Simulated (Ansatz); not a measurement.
**HfN (rocksalt): how the settings move a single-point run**

Aim: see which settings change the result for HfN (rocksalt), by how much, and at what cost.

Method: reference: DFT r2SCAN, scalar-relativistic, plane waves, PAW, unless a step's input says otherwise, in Ansatz 0.2.0.

1 further run of the same task is left out (for a known fault of the program).

## Step 1: Starting point

Symmetry: Fm-3m, No. 225, cubic system. Conventional cell: a = 4.525 Å, b = 4.525 Å, c = 4.525 Å, α = 90.00°, β = 90.00°, γ = 90.00°. Hf (site symmetry m-3m) is surrounded by 6 N at 2.26 Å. N (site symmetry m-3m) has 6 Hf at 2.26 Å as nearest neighbours.

Structure file:

```cif
data_structure
_symmetry_space_group_name_H-M 'Fm-3m'
_symmetry_Int_Tables_number 225
_cell_length_a 4.5248
_cell_length_b 4.5248
_cell_length_c 4.5248
_cell_angle_alpha 90.000
_cell_angle_beta 90.000
_cell_angle_gamma 90.000
_cell_volume 92.64
loop_
_atom_site_label
_atom_site_type_symbol
_atom_site_symmetry_multiplicity
_atom_site_Wyckoff_symbol
_atom_site_fract_x
_atom_site_fract_y
_atom_site_fract_z
_atom_site_occupancy
Hf1 Hf 4 b 0.50000 0.00000 0.00000 1
N1 N 4 a 0.00000 0.00000 0.00000 1
```

## Step 2: Baseline

Contents of input.yaml:

```yaml
crystal:
  lattice:
    - [0.0, 2.2623875418, 2.2623875418]
    - [2.2623875418, 0.0, 2.2623875418]
    - [2.2623875418, 2.2623875418, 0.0]
  atoms:
    - { symbol: Hf, position: [0.5, 0.5, 0.5] }
    - { symbol: "N", position: [0.0, 0.0, 0.0] }
basis:
  ecutwfc: 500
  ecutrho_ratio: 4
kpoints:
  mp_grid: { grid: [12, 12, 12] }
hamiltonian:
  xc: r2scan
scf:
  occupations: { method: gaussian, width: 0.05 }
output:
  forces: true
  stress: true
  eigenvalues: true
```

Launch:

```console
> ansatz run input.yaml --threads 4 --pin off --max-ram 7168MiB --backend cpu --events-out ev --progress --plain --runs-dir out
```

## Step 3: Changing settings: hubbard.sites [{species: Hf, l: d, u_eff: 4.0}], hubbard.double_counting fll, mixing.algorithm msr1, mixing.beta 0.2, accuracy medium

Edit input.yaml of step 2 so:

```diff
@@ -15,4 +15,6 @@
   xc: r2scan
+  hubbard: { sites: [{ species: Hf, l: d, u_eff: 4.0 }], double_counting: fll }
 scf:
   occupations: { method: gaussian, width: 0.05 }
+  mixing: { algorithm: msr1, beta: 0.2 }
 output:
@@ -20,2 +22,2 @@
   stress: true
-  eigenvalues: true
+accuracy: medium
```

## Step 4: Changed: mp_grid.grid [6, 6, 6]

Edit input.yaml of step 2 so:

```diff
@@ -12,3 +12,3 @@
 kpoints:
-  mp_grid: { grid: [12, 12, 12] }
+  mp_grid: { grid: [6, 6, 6] }
 hamiltonian:
@@ -20,2 +20 @@
   stress: true
-  eigenvalues: true
```

## Step 5: Changed: basis.precision f64, eigensolver.kind davidson

Edit input.yaml of step 2 so:

```diff
@@ -11,2 +11,3 @@
   ecutrho_ratio: 4
+  precision: f64
 kpoints:
@@ -17,2 +18,3 @@
   occupations: { method: gaussian, width: 0.05 }
+  eigensolver: { kind: davidson }
 output:
@@ -20,2 +22 @@
   stress: true
-  eigenvalues: true
```

## Step 6: Changed: xc lda, dispersion d3bjatm

Edit input.yaml of step 2 so:

```diff
@@ -14,3 +14,4 @@
 hamiltonian:
-  xc: r2scan
+  xc: lda
+  dispersion: d3bjatm
 scf:
@@ -20,2 +21 @@
   stress: true
-  eigenvalues: true
```

## Step 7: Variant: ecutwfc 350 eV, dispersion d3bjatm, pseudopotentials.kind nc

Edit input.yaml of step 2 so:

```diff
@@ -9,3 +9,3 @@
 basis:
-  ecutwfc: 500
+  ecutwfc: "350 eV"
   ecutrho_ratio: 4
@@ -15,2 +15,4 @@
   xc: r2scan
+  dispersion: d3bjatm
+  pseudopotentials: { kind: nc }
 scf:
@@ -20,2 +22 @@
   stress: true
-  eigenvalues: true
```

What does the calculation give? Wanted: for each run, ending; energy change; pressure; gap; force.

**Answer**, as computed:

```
                                                                                                                                     run     ending                                        energy change  pressure (GPa)  gap (eV)  force (eV/Å)  cycles    time
                                                                                                                               reference  converged                                                    0             0.0      0.00          0.00       7   2.7 s
1: hubbard.sites [{species: Hf, l: d, u_eff: 4.0}], hubbard.double_counting fll, mixing.algorithm msr1, mixing.beta 0.2, accuracy medium  converged  +2.02 eV/atom (U changed: no physical gain or loss)             5.9      0.00          0.00       9   2.6 s
                                                                                                               2: mp_grid.grid [6, 6, 6]  converged                                       -16.1 meV/atom            -0.1      0.00          0.00       7  0.88 s
                                                                                       3: basis.precision f64, eigensolver.kind davidson  converged                                         0.0 meV/atom             0.0      0.00          0.00       7   1.8 s
                                                                                                           4: xc lda, dispersion d3bjatm  converged                                       not comparable           -15.3      0.00          0.00       6     1 s
                                                                         5: ecutwfc 350 eV, dispersion d3bjatm, pseudopotentials.kind nc  converged                                       not comparable           271.1      0.00          0.00      12   1.6 s
```

Residual by cycle in the longest SCF loop of each run; runs are numbered as in the table. The quantity is the density residual dr2, in eV.

```
cycle  reference    run 1    run 2    run 3    run 4    run 5
    1     0.0251    0.901   0.0311   0.0249   0.0092      782
    2    0.00232     0.58  0.00246  0.00241  0.00116      613
    3     8.5e-4   0.0286   8.8e-4   8.6e-4   2.2e-5     23.7
    4     3.9e-4  0.00669   9.4e-5   3.5e-4   7.6e-7     2.86
    5     2.1e-5  0.00163   2.8e-5   1.7e-5   3.7e-8    0.553
    6     2.5e-7   1.2e-4   1.6e-6   1.3e-7   4.5e-9   0.0327
    7     8.2e-8   1.6e-5   1.3e-8   8.3e-9        -  0.00858
    8          -   3.3e-7        -        -        -   9.9e-4
    9          -   3.2e-8        -        -        -   1.8e-4
   10          -        -        -        -        -   2.2e-7
   11          -        -        -        -        -   9.7e-9
   12          -        -        -        -        -  3.2e-10
```

What this shows: Of the converged runs whose energies compare with the reference's, «mp_grid.grid [6, 6, 6]» moves the energy most (-16.1 meV/atom). Run 5 ran under the cutoff that the potentials recommend, as the log warns, so basis error is mixed into its values. A changed U is a change of model: its shifts are not errors of convergence. Of the variants the dearest is «hubbard.sites [{species: Hf, l: d, u_eff: 4.0}], hubbard.double_counting fll, mixing.algorithm msr1, mixing.beta 0.2, accuracy medium» (2.6 s), the cheapest «mp_grid.grid [6, 6, 6]» (0.88 s), on a shared host.
